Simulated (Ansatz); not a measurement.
# SiP5: the cost of one run

Method: DFT PBE, scalar-relativistic, plane waves, PAW, unless a step names another level, in Ansatz 0.2.0.

13 further runs of the same task are left out: 13 set aside as unsound or not needed.

## 1. The formula and the candidates

Pauling electronegativities: Si 1.90, P 2.19 (spread 0.29). No set of common oxidation states balances it. Tabulated atomic sizes suggest about 18 Å³/atom. 33 candidates were drawn, by swapping species into database cells of other compounds, at random by space group and Wyckoff sites, or by hand, as the table says:

```
name                                                           made from  space group no.                Wyckoff sites  atoms (primitive cell)  V (Å³/atom)
 c01                                              database cell of SrMg5              189              Si 1b; P 3f, 2d                       6         25.6
 c02                                                              random              191              Si 1a; P 3f, 2c                       6         19.7
 c03  built by hand: ordered GeP5 (A7 arsenic-type, root3 x root3 layer)                8          Si 2a; P 4b, 4b, 2a                       6         18.3
 c04                                              database cell of ErCu5              216             Si 4a; P 16e, 4c                       6         18.7
 c05                                                              random              166              Si 3b; P 9d, 6c                       6         21.7
 c06                                                              random              191          Si 1b; P 2d, 2c, 1a                       6         21.2
 c07                                              database cell of ErCu5              216             Si 4a; P 16e, 4d                       6         18.7
 c08                                                              random              187              Si 1f; P 2h, 3k                       6         19.6
 c09                                              database cell of Zr5Sn              189              Si 1a; P 2c, 3g                       6         23.6
 c10                                                              random              156          Si 1b; P 3d, 1b, 1c                       6         21.9
 c11                                                              random              123              Si 1b; P 4l, 1d                       6         21.9
 c12                    built by hand: ordered black phosphorus, tripled               12          Si 4i; P 8j, 8j, 4i                      12         18.3
 c13                                              database cell of MgPt5                1  Si 1a; P 1a, 1a, 1a, 1a, 1a                       6         18.1
 c14                                                              random              191              Si 1b; P 4h, 1a                       6         23.4
 c15                                                              random              115              Si 1a; P 4j, 1b                       6         23.3
 c16                                                              random              187          Si 1a; P 1e, 2h, 2h                       6         19.8
 c17                                                              random               21          Si 2b; P 4e, 4k, 2a                       6         18.9
 c18                                              database cell of Li5Mg              187          Si 1a; P 2i, 2g, 1f                       6         25.6
 c19                                                              random                2      Si 1d; P 2i, 1g, 1c, 1e                       6         20.3
 c20                                              database cell of BaBi5               10          Si 1a; P 2n, 2m, 1e                       6         21.2
 c21                                              database cell of HfPd5               65          Si 2a; P 4i, 2c, 4j                       6         19.1
 c22                                                              random              121              Si 2a; P 8i, 2b                       6         19.3
 c23                                                              random              164              Si 1b; P 3f, 2d                       6         23.4
 c24                                              database cell of PrCo5              191              Si 1a; P 2c, 3g                       6         20.3
 c25                                                              random               12          Si 2d; P 4f, 2c, 4h                       6         22.3
 c26    built by hand: GaSe-like Si2P2 sheet plus blue phosphorus layers              164  Si 2c; P 2d, 2d, 2c, 2d, 2d                      12         18.3
 c27                                                              random              166              Si 3b; P 9e, 6c                       6         21.4
 c28                             built by hand: Si-Si bridged A7 bilayer              162              Si 2e; P 4h, 6k                      12         18.3
 c29                                                              random              189              Si 1b; P 3g, 2e                       6         18.4
 c30                                                              random              191              Si 1a; P 3f, 2e                       6         23.6
 c31                  built by hand: A7 arsenic-type with layer ordering              156  Si 1a; P 1b, 1c, 1c, 1a, 1b                       6         18.3
 c32                                                              random              191              Si 1a; P 4h, 1b                       6         18.8
 c33                                                              random               82              Si 2c; P 8g, 2b                       6         21.3
```

## 2. Screening run of c11

The input, input.yaml:

```yaml
crystal:
  lattice:
    - [5.26851107, 0.0, 0.0]
    - [0.0, 5.26851107, 0.0]
    - [0.0, 0.0, 4.72379037]
  atoms:
    - { symbol: Si, position: [0.0, 0.0, 0.5] }
    - { symbol: P, position: [0.74449022, 0.0, 0.0] }
    - { symbol: P, position: [0.25550978, 0.0, 0.0] }
    - { symbol: P, position: [0.0, 0.25550978, 0.0] }
    - { symbol: P, position: [0.0, 0.74449022, 0.0] }
    - { symbol: P, position: [0.5, 0.5, 0.5] }
basis:
  ecutwfc: 420
kpoints:
  mp_grid: { grid: [3, 3, 4] }
hamiltonian:
  xc: pbe
scf:
  occupations: { method: gaussian, width: 0.2 }
  lower_state_search: "off"
output:
  forces: true
  stress: true
  eigenvalues: true
relax:
  adjacent_minimum: "off"
  f_tol: 0.08
  max_steps: 16
  cell: { stress_tol: 0.8 }
```

Run with:

```console
> ansatz run input.yaml --threads 1 --pin off --max-ram 2560MiB --backend cpu --events-out ev --progress --plain --runs-dir out
```

**Question.** How long does this run take on 1 thread of Intel Xeon at 2.50GHz (Skylake/Cascade Lake), shared host, and how much memory does it need?

About 39 s, with a peak of 0.38 GiB.
